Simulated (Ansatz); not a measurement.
Working through a search for lower mean-field states of BrH2Sn, SMILES [Br][SnH2]

With the Ansatz DFT code, driven from Python.

At the Python prompt:
```pycon
>>> from dataclasses import dataclass
>>> import ansatz
>>> import numpy as np
>>> @dataclass(frozen=True)
... class RunConfig:
...     basis_set: str = "def2-TZVP"
...     xc: str = "PBE"
...
>>> cfg = RunConfig()
>>> system = (
...     ansatz.Crystal.molecule()
...     .atom("Br", (-2.0149, 0.3899, -0.7042))
...     .atom("Sn", (0.3541, -0.1658, -0.3599))
...     .atom("H", (0.4355, -1.5099, 0.7383))
...     .atom("H", (1.2808, 1.2255, 0.3055))
... )
>>> symbols = [site.symbol for site in system.cartesian_sites]
>>> start = np.array([site.position_ang for site in system.cartesian_sites])
>>> for factor in [1.0, 1.25, 1.6]:
...     xyz = (start - start.mean(axis=0)) * factor
...     scaled = ansatz.Crystal.molecule()
...     for symbol, place in zip(symbols, xyz):
...         scaled = scaled.atom(symbol, place.tolist())
...     job = (
...         scaled.calculation()
...         .basis(gaussian=cfg.basis_set)  # atom-centred Gaussian functions
...         .functional(cfg.xc)
...         .spin("collinear", total=1)  # two spin channels
...     )
...     for search in ("off", "standard"):
...         try:
...             rep = job.scf(lower_state_search=search).run().report
...         except ansatz.AnsatzError as error:
...             print(f"x{factor} search {search}: {type(error).__name__}")
...             continue
...         state = rep["mean_field"]["state"]
...         print(f"all distances x{factor}, search {search:8s} E = {rep['free_energy_ev']:.5f} eV  <S^2> = {abs(state['spin_squared']):.3f}  other states met: {len(rep['mean_field']['others'])}")
...
all distances x1.0, search off      E = -75899.73924 eV  <S^2> = 0.752  other states met: 0
all distances x1.0, search standard E = -75899.73924 eV  <S^2> = 0.752  other states met: 0
all distances x1.25, search off      E = -75897.85064 eV  <S^2> = 0.761  other states met: 0
all distances x1.25, search standard E = -75897.85064 eV  <S^2> = 0.761  other states met: 5
all distances x1.6, search off      E = -75894.58795 eV  <S^2> = 0.918  other states met: 0
all distances x1.6, search standard E = -75894.58795 eV  <S^2> = 0.918  other states met: 10
```

Caveats:
- Total energies depend on the basis set; only differences at equal settings carry meaning.
- The count of other states can hold repeated and symmetry-equivalent ends of the search; scaling all distances is a test, and for more than two atoms no physical path.
- The structure is a rough, unrelaxed start.
- def2 sets replace the cores of elements past krypton by effective core potentials.
- The run takes the species as open-shell (spin multiplicity 2), which needn't be its ground state.
- The expectation value of S² is noticeably off S(S+1) in at least one run, so that state is spin-contaminated.
- It ran for 38 s on 1 thread of Arm Neoverse V2 (shared host), peak memory 0.29 GiB.
